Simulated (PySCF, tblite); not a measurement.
# BH6NO3Si, a small molecule taken as a stand-in for a surface group (boron hydroxide): NMR shifts, core binding energies and electronic excitations

Wanted: the NMR shifts, core binding energies and electronic excitations for `N[SiH2]OB(O)O`.

Programs: tblite 0.8.0 and PySCF 2.14.0. All values are calculated, for the isolated system unless a continuum is named. Atoms count from 0, parts from 1.

### 1 The system as given

12 atoms, charge 0, multiplicity 1; geometry: distance geometry start.

### 2 Geometry optimisation with GFN2-xTB

The job: settings as JSON, then the geometry in Å.

```
{"job": {"kind": "relax", "xc": "GFN2-xTB", "basis": "xTB"}, "charge": 0, "multiplicity": 1}
O     -1.668720     0.690068     1.706990
B     -0.533260    -0.253035     1.569582
O     -0.694393    -1.553261     2.292423
O      0.145083    -0.277855     0.248177
Si    -0.107737    -1.563718    -0.977079
N      1.435281    -1.780727    -1.925736
H     -2.302637     0.920954     0.989676
H     -0.401760    -1.757211     3.189865
H     -0.448251    -2.777376    -0.336466
H     -1.162413    -1.162307    -1.846013
H      2.222313    -1.236720    -1.645231
H      1.628305    -2.730512    -2.237935
```

Level: GFN2-xTB geometry optimisation, gas phase.

Command:

```bash
> OMP_NUM_THREADS=1 python cluster_run.py task.json out
```

This one command runs all jobs of the session in turn.

Standard output:

```text
step      E/eV     max force
  0    -578.61925    3.921
  1    -579.31755    2.868
  2    -579.98626    1.949
  3    -580.09322    1.222
  4    -580.19111    0.996
  5    -580.27884    1.055
  6    -580.39242    1.379
  7    -580.49172    1.221
  8    -580.58455    0.895
  9    -580.66690    0.765
 10    -580.71068    0.594
 11    -580.74180    0.827
 12    -580.78493    0.683
 13    -580.83067    0.632
 14    -580.85884    0.429
 15    -580.86994    0.302
 16    -580.88285    0.328
 17    -580.89210    0.368
 18    -580.90211    0.295
 19    -580.90904    0.243
 20    -580.91530    0.234
 21    -580.92276    0.277
 22    -580.93091    0.251
 23    -580.93865    0.269
 24    -580.94502    0.267
 25    -580.95130    0.200
 26    -580.95816    0.258
 27    -580.96484    0.332
 28    -580.97212    0.313
 29    -580.98074    0.309
 30    -580.98890    0.240
 31    -580.99609    0.198
 32    -581.00371    0.252
 33    -581.01184    0.222
 34    -581.02264    0.377
 35    -581.02509    0.446
 36    -581.03819    0.229
 37    -581.04371    0.253
 38    -581.04873    0.204
 39    -581.05204    0.209
 40    -581.05532    0.092
 41    -581.05710    0.103
 42    -581.05852    0.119
 43    -581.06048    0.165
 44    -581.06302    0.196
 45    -581.06605    0.142
 46    -581.06810    0.072
 47    -581.06895    0.092
 48    -581.06941    0.077
 49    -581.06986    0.070
 50    -581.07052    0.083
 51    -581.07167    0.125
 52    -581.07284    0.175
 53    -581.07412    0.178
 54    -581.07522    0.147
 55    -581.07597    0.056
 56    -581.07640    0.132
 57    -581.07687    0.056
 58    -581.07742    0.059
 59    -581.07786    0.082
 60    -581.07849    0.103
 61    -581.07963    0.086
 62    -581.08091    0.074
 63    -581.08183    0.051
 64    -581.08221    0.041
 65    -581.08241    0.041
 66    -581.08262    0.047
 67    -581.08284    0.042
 68    -581.08303    0.042
 69    -581.08321    0.037
 70    -581.08339    0.035
 71    -581.08357    0.050
 72    -581.08377    0.051
 73    -581.08396    0.037
 74    -581.08410    0.026
 75    -581.08418    0.016
 76    -581.08421    0.010
 77    -581.08423    0.009
 78    -581.08424    0.009
 79    -581.08427    0.012
 80    -581.08429    0.012
 81    -581.08431    0.010
 82    -581.08432    0.011
 83    -581.08433    0.011
 84    -581.08434    0.011
 85    -581.08436    0.016
 86    -581.08440    0.020
 87    -581.08444    0.017
 88    -581.08446    0.011
 89    -581.08448    0.015
 90    -581.08451    0.017
 91    -581.08456    0.020
 92    -581.08465    0.032
 93    -581.08476    0.036
 94    -581.08486    0.027
 95    -581.08492    0.018
 96    -581.08495    0.019
 97    -581.08500    0.021
 98    -581.08507    0.027
 99    -581.08518    0.031
100    -581.08534    0.032
101    -581.08548    0.033
102    -581.08556    0.020
103    -581.08560    0.016
104    -581.08562    0.012
105    -581.08563    0.011
106    -581.08565    0.010
107    -581.08566    0.011
108    -581.08569    0.017
109    -581.08574    0.024
110    -581.08580    0.023
111    -581.08587    0.022
112    -581.08593    0.021
113    -581.08600    0.022
114    -581.08611    0.036
115    -581.08630    0.052
116    -581.08661    0.071
117    -581.08705    0.087
118    -581.08765    0.086
119    -581.08847    0.085
120    -581.08639    0.359
121    -581.08991    0.104
122    -581.09086    0.073
123    -581.09293    0.243
124    -581.09487    0.114
125    -581.09723    0.134
126    -581.09908    0.106
127    -581.10039    0.102
128    -581.10162    0.150
129    -581.10052    0.327
130    -581.10393    0.176
131    -581.10087    0.272
132    -581.10542    0.097
133    -581.10581    0.207
134    -581.10684    0.098
135    -581.10803    0.068
136    -581.10893    0.170
137    -581.11008    0.116
138    -581.11109    0.178
139    -581.11263    0.093
140    -581.11380    0.091
141    -581.11478    0.075
142    -581.11563    0.074
143    -581.11641    0.109
144    -581.11662    0.139
145    -581.11748    0.084
146    -581.11762    0.058
147    -581.11777    0.020
148    -581.11782    0.022
149    -581.11786    0.022
150    -581.11792    0.017
151    -581.11798    0.013
152    -581.11802    0.011
153    -581.11804    0.010
154    -581.11805    0.012
155    -581.11807    0.011
156    -581.11808    0.009
157    -581.11809    0.009
158    -581.11811    0.008
```

Wall time 2.4 s (1 thread of Arm Neoverse V1, shared host).

Step by step:

| step | energy from step 0 (eV) | largest force (eV/Å) |
| --- | --- | --- |
| 0 | 0.0000 | 3.9202 |
| 6 | -1.7732 | 1.3786 |
| 12 | -2.1657 | 0.6831 |
| 18 | -2.2829 | 0.2951 |
| 24 | -2.3258 | 0.2665 |
| 30 | -2.3696 | 0.2402 |
| 36 | -2.4189 | 0.2291 |
| 42 | -2.4393 | 0.1199 |
| 48 | -2.4502 | 0.0770 |
| 54 | -2.4560 | 0.1471 |
| 60 | -2.4592 | 0.1032 |
| 66 | -2.4634 | 0.0477 |
| 72 | -2.4645 | 0.0505 |
| 78 | -2.4650 | 0.0088 |
| 84 | -2.4651 | 0.0107 |
| 90 | -2.4653 | 0.0170 |
| 96 | -2.4657 | 0.0190 |
| 102 | -2.4663 | 0.0198 |
| 108 | -2.4664 | 0.0174 |
| 114 | -2.4669 | 0.0366 |
| 120 | -2.4671 | 0.3595 |
| 126 | -2.4798 | 0.1063 |
| 132 | -2.4862 | 0.0967 |
| 138 | -2.4918 | 0.1779 |
| 144 | -2.4974 | 0.1393 |
| 150 | -2.4987 | 0.0166 |
| 156 | -2.4988 | 0.0098 |
| 158 | -2.4989 | 0.0079 |

Distances of close pairs at the start and the end, largest changes first:

| bond | before (Å) | after (Å) | change (Å) |
| --- | --- | --- | --- |
| O3–Si4 | 1.794 | 1.626 | -0.168 |
| B1–O3 | 1.486 | 1.337 | -0.148 |
| B1–O2 | 1.496 | 1.364 | -0.132 |
| O0–B1 | 1.482 | 1.365 | -0.117 |
| Si4–N5 | 1.824 | 1.717 | -0.107 |
| Si4–H8 | 1.414 | 1.470 | +0.056 |
| Si4–H9 | 1.424 | 1.462 | +0.038 |
| O0–H6 | 0.985 | 0.956 | -0.029 |

### 3 Relaxing the molecule at PBE0-D3(BJ)/def2-SVP

The job: settings as JSON, then the geometry in Å.

```
{"job": {"xc": "PBE0", "basis": "def2-SVP", "d3": "d3bj", "grid": 2, "kind": "geom", "shake": 0.01}, "charge": 0, "multiplicity": 1}
O     -1.335373     1.409152     1.860905
B     -0.531824     0.628656     1.124099
O      0.623291     0.227053     1.691734
O     -0.821283     0.254583    -0.116458
Si    -0.255548    -0.608099    -1.369757
N      1.454617    -0.659160    -1.237861
H     -2.148648     1.687409     1.404154
H      0.772333     0.583205     2.579842
H     -0.963243    -1.882622    -1.277583
H     -0.613384     0.205430    -2.513406
H      1.843573    -0.619577    -0.299275
H      2.013980    -1.253615    -1.829395
```

Standard output:

```text
step   0  E = -597.82383380  max force = 0.028414
step   1  E = -597.83123967  max force = 0.007746
step   2  E = -597.83170734  max force = 0.002110
step   3  E = -597.83183868  max force = 0.005054
step   4  E = -597.83206968  max force = 0.001517
step   5  E = -597.83245236  max force = 0.003264
step   6  E = -597.83295929  max force = 0.008148
step   7  E = -597.83326640  max force = 0.005214
step   8  E = -597.83359646  max force = 0.002669
step   9  E = -597.83367719  max force = 0.002127
step  10  E = -597.83377650  max force = 0.001813
step  11  E = -597.83395623  max force = 0.001510
step  12  E = -597.83423319  max force = 0.002435
step  13  E = -597.82225031  max force = 0.035935
step  14  E = -597.83407695  max force = 0.011374
step  15  E = -597.83472343  max force = 0.004068
step  16  E = -597.83492966  max force = 0.002254
step  17  E = -597.83445256  max force = 0.005401
step  18  E = -597.83543231  max force = 0.003941
step  19  E = -597.83547055  max force = 0.000980
step  20  E = -597.83556308  max force = 0.000876
step  21  E = -597.83560049  max force = 0.000358
step  22  E = -597.83560874  max force = 0.000173
optimisation converged
```

Wall time 2.8 min (1 thread of Arm Neoverse V1, shared host); peak memory 0.65 GiB.

The steps of the relaxation: (the energy doesn't fall at every step)

| step | energy from step 0 (eV) | largest force component (eV/Å) |
| --- | --- | --- |
| 0 | 0.0000 | 1.4611 |
| 1 | -0.2015 | 0.3983 |
| 2 | -0.2142 | 0.1085 |
| 3 | -0.2178 | 0.2599 |
| 4 | -0.2241 | 0.0780 |
| 5 | -0.2345 | 0.1678 |
| 6 | -0.2483 | 0.4190 |
| 7 | -0.2567 | 0.2681 |
| 8 | -0.2657 | 0.1372 |
| 9 | -0.2679 | 0.1094 |
| 10 | -0.2706 | 0.0932 |
| 11 | -0.2754 | 0.0776 |
| 12 | -0.2830 | 0.1252 |
| 13 | 0.0431 | 1.8479 |
| 14 | -0.2787 | 0.5849 |
| 15 | -0.2963 | 0.2092 |
| 16 | -0.3019 | 0.1159 |
| 17 | -0.2890 | 0.2777 |
| 18 | -0.3156 | 0.2027 |
| 19 | -0.3167 | 0.0504 |
| 20 | -0.3192 | 0.0450 |
| 21 | -0.3202 | 0.0184 |
| 22 | -0.3204 | 0.0089 |

Close pairs (by a distance rule), those that changed most:

| bond | before (Å) | after (Å) | change (Å) |
| --- | --- | --- | --- |
| O3–Si4 | 1.623 | 1.687 | +0.064 |
| Si4–H9 | 1.448 | 1.487 | +0.038 |
| B1–O3 | 1.328 | 1.362 | +0.034 |
| Si4–H8 | 1.461 | 1.488 | +0.027 |
| O0–B1 | 1.341 | 1.365 | +0.024 |
| B1–O2 | 1.348 | 1.369 | +0.020 |
| O0–H6 | 0.973 | 0.962 | -0.011 |
| O2–H7 | 0.968 | 0.962 | -0.006 |

The next job starts from the end point, and lists it.

| at the end point | value |
| --- | --- |
| point group (found at 0.08 Å tolerance) | C1 |
| rotational constants (GHz, main isotopes) | 5.836, 1.730, 1.452 |
| dipole moment (D) | 1.50 |

### 4 Shielding tensors: PBE0/pcSseg-2

The job: settings as JSON, then the geometry in Å.

```
{"job": {"kind": "nmr", "xc": "PBE0", "basis": "pcSseg-2"}, "charge": 0, "multiplicity": 1}
O     -1.229591     1.619435     1.884336
B     -0.624401     0.661240     1.123730
O      0.301352    -0.164471     1.701888
O     -0.926437     0.516350    -0.196363
Si    -0.302377    -0.651309    -1.242021
N      1.411037    -0.748615    -1.291038
H     -1.863269     2.122064     1.363117
H      0.408171     0.026517     2.638717
H     -0.848115    -1.967713    -0.813061
H     -0.780779    -0.255258    -2.592786
H      1.888752    -1.020193    -0.437253
H      1.938982    -0.039582    -1.787340
```

Method: GIAO PBE0/pcSseg-2 NMR shielding, non-relativistic, gas phase.

Standard output:

```text
coarse grid: 10752 points
cycle   1  E = -598.0997809286  dE =  7.489e-01  |g| = 1.113e+00  |ddm| = 2.401e+00
cycle   2  E = -597.8889850458  dE =  2.108e-01  |g| = 1.552e+00  |ddm| = 1.240e+00
cycle   3  E = -598.3150844612  dE = -4.261e-01  |g| = 7.795e-02  |ddm| = 7.887e-01
cycle   4  E = -598.3155659148  dE = -4.815e-04  |g| = 5.933e-02  |ddm| = 6.472e-02
cycle   5  E = -598.3161749945  dE = -6.091e-04  |g| = 9.129e-03  |ddm| = 2.934e-02
cycle   6  E = -598.3161889990  dE = -1.400e-05  |g| = 8.957e-04  |ddm| = 5.650e-03
cycle   7  E = -598.3161890951  dE = -9.618e-08  |g| = 6.227e-04  |ddm| = 9.810e-04
final grid: 99984 points
cycle   8  E = -598.3119270857  dE = -9.138e-05  |g| = 8.139e-03  |ddm| = 3.581e-02
cycle   9  E = -598.3119124740  dE =  1.461e-05  |g| = 1.186e-02  |ddm| = 9.049e-03
cycle  10  E = -598.3119390935  dE = -2.662e-05  |g| = 7.000e-04  |ddm| = 5.688e-03
cycle  11  E = -598.3119391438  dE = -5.026e-08  |g| = 5.019e-04  |ddm| = 6.039e-04
cycle  12  E = -598.3119391862  dE = -4.244e-08  |g| = 7.687e-05  |ddm| = 2.229e-04
cycle  13  E = -598.3119391872  dE = -1.040e-09  |g| = 1.380e-05  |ddm| = 6.014e-05
cycle  14  E = -598.3119391873  dE = -3.274e-11  |g| = 4.163e-06  |ddm| = 1.065e-05
converged SCF energy = -598.3119391873

GIAO shielding tensors (ppm)
atom      isotropic    diamagn.    paramagn.     s11        s22        s33       span
  0 O      242.389     385.798    -143.409    172.881    257.913    296.373    123.492
  1 B       81.294     196.058    -114.764     76.646     82.573     84.662      8.016
  2 O      247.256     389.189    -141.933    184.957    272.644    284.166     99.208
  3 O      205.385     398.349    -192.964    148.706    202.385    265.064    116.358
  4 Si     373.934     877.213    -503.278    341.163    388.835    391.804     50.641
  5 N      225.953     323.517     -97.565    196.658    231.237    249.963     53.305
  6 H       28.387      31.179      -2.793     21.552     24.895     38.713     17.161
  7 H       28.287      31.077      -2.790     21.149     24.349     39.364     18.216
  8 H       26.253      29.269      -3.016     22.866     24.834     31.059      8.194
  9 H       26.590      28.950      -2.360     22.879     25.044     31.846      8.967
 10 H       29.705      32.740      -3.034     23.090     27.418     38.607     15.517
 11 H       29.965      32.062      -2.097     24.649     25.453     39.793     15.144
```

It took 48 s on 1 thread of Arm Neoverse V1, shared host; peak memory 1.2 GiB.

Shifts follow as δ = σ(reference) − σ, with reference shieldings (ppm) from runs at the same level and on the same kind of geometry: $^{1}$H TMS 31.25, $^{29}$Si TMS 341.3, $^{15}$N NH3 261.7, $^{17}$O H2O 328.2, $^{11}$B BF3·OEt2 99.1. The references are single molecules in the gas phase, so shifts against H2O, NH3, PH3, H3PO4 or CFCl3 are not on the usual liquid scales and can be off by tens of ppm.

| atoms | environment | σ (ppm) | δ (ppm) |
| --- | --- | --- | --- |
| H8 | hydrogen on a silicon bonded to N, O | 26.25 | 4.99 |
| H9 | hydrogen on a silicon bonded to N, O | 26.59 | 4.66 |
| H7 | hydrogen on an oxygen bonded to B | 28.29 | 2.96 |
| H6 | hydrogen on an oxygen bonded to B | 28.39 | 2.86 |
| H10 | hydrogen on a nitrogen bonded to Si | 29.71 | 1.54 |
| H11 | hydrogen on a nitrogen bonded to Si | 29.96 | 1.28 |
| O3 | oxygen bonded to B, Si | 205.4 | 122.8 |
| O0 | oxygen bonded to B, H | 242.4 | 85.8 |
| O2 | oxygen bonded to B, H | 247.3 | 80.9 |
| B1 | boron bonded to 3 O | 81.3 | 17.8 |
| Si4 | silicon bonded to N, O, 2 H | 373.9 | -32.6 |
| N5 | nitrogen bonded to Si, 2 H | 226.0 | 35.7 |

Charges from the same density, by scheme (e):

| atoms | Mulliken | IAO | Hirshfeld | ESP fit |
| --- | --- | --- | --- | --- |
| O0 | -0.45 | -0.60 | -0.28 | -0.74 |
| B1 | 0.72 | 0.63 | 0.29 | 0.86 |
| O2 | -0.46 | -0.60 | -0.26 | -0.69 |
| O3 | -0.63 | -0.70 | -0.29 | -0.64 |
| Si4 | 0.89 | 1.11 | 0.43 | 0.85 |
| N5 | -0.55 | -0.87 | -0.32 | -1.07 |

Mayer bond orders: O0–B1 1.18, B1–O2 1.13, B1–O3 1.14, O3–Si4 0.83, Si4–N5 1.05.

[end of part 1 of 2]
